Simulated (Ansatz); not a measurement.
# AlAsH2 (singlet): from Hartree-Fock to the top rungs, cc-pVTZ

One table from this session's results is given with a row withheld; the runs are named, their logs left out.

Method: cc-pVTZ, core rule «outside noble gas», up to 19 orbitals frozen; program: Ansatz 0.2.0, Gaussian basis.

The runs, in order: UHF; CCSD(T) on RHF; BCCD(T) on RHF; CCSDT(Q) on RHF.

9 further runs of the same task are left out: 6 for a known fault of the program, 3 set aside as unsound or not needed.

**The system**

The geometry is a PBE0/def2-TZVP stationary point (not a proven minimum). No spin-orbit coupling is included. The filled d shell of As may be among the frozen orbitals whatever the setting's name suggests; the logs give the count.

4 atoms, charge 0, spin multiplicity 1.

Atoms are counted from 1 here; the program's logs count them from 0.

Bond lengths: Al1–As2 2.217 Å, Al1–H3 1.583 Å, As2–H4 1.572 Å. Angles: As2–Al1–H3 172.3°, Al1–As2–H4 67.2°.

Set-up of the first run:

in.yaml reads:

```yaml
crystal:
  periodic: [false, false, false]
  atoms:
    - {symbol: Al, position_ang: [0.000000, 0.032210, 1.598723]}
    - {symbol: As, position_ang: [0.000000, 0.009906, -0.618461]}
    - {symbol: H, position_ang: [0.000000, -0.164956, 3.169708]}
    - {symbol: H, position_ang: [0.000000, -1.433607, 0.005203]}
basis:
  gaussian: {orbitals: cc-pVTZ}
magnetization: {spin_polarized: true, initial_magnetization: 0}
hamiltonian: {xc: hf}
output: {orbitals: {seedname: orbitals}}
```

Launch:

```
> ansatz run in.yaml --threads 1 --pin off --events-out ev --progress --plain --max-ram 4096MiB --backend cpu
```

Among the steps run: UHF; CCSD(T) on RHF; BCCD(T) on RHF; CCSDT(Q) on RHF.

One table of the session follows, with a row left open; its other results are not shown here.

| method | from RCCSDT(Q) (kcal/mol) |
| --- | --- |
| RHF | +158.00 |
| RMP2 | ? |
| RCCSD | +9.01 |
| RCCSD(T) | +1.26 |
| BCCD(T) | +1.26 |
| RCCSDT | +0.58 |
| RCCSDT(Q) | 0 |

**Question.** Estimate the row for RMP2.

As computed: from RCCSDT(Q) (kcal/mol): +25.64. In the column «from RCCSDT(Q) (kcal/mol)» it lies between RCCSD (+9.01) and RHF (+158.00).

With the free atoms at the same levels and basis (separate runs), the atomisation energy is 8.010 eV at RCCSDT(Q), 7.986 eV at RCCSD(T), 5.021 eV at RHF.
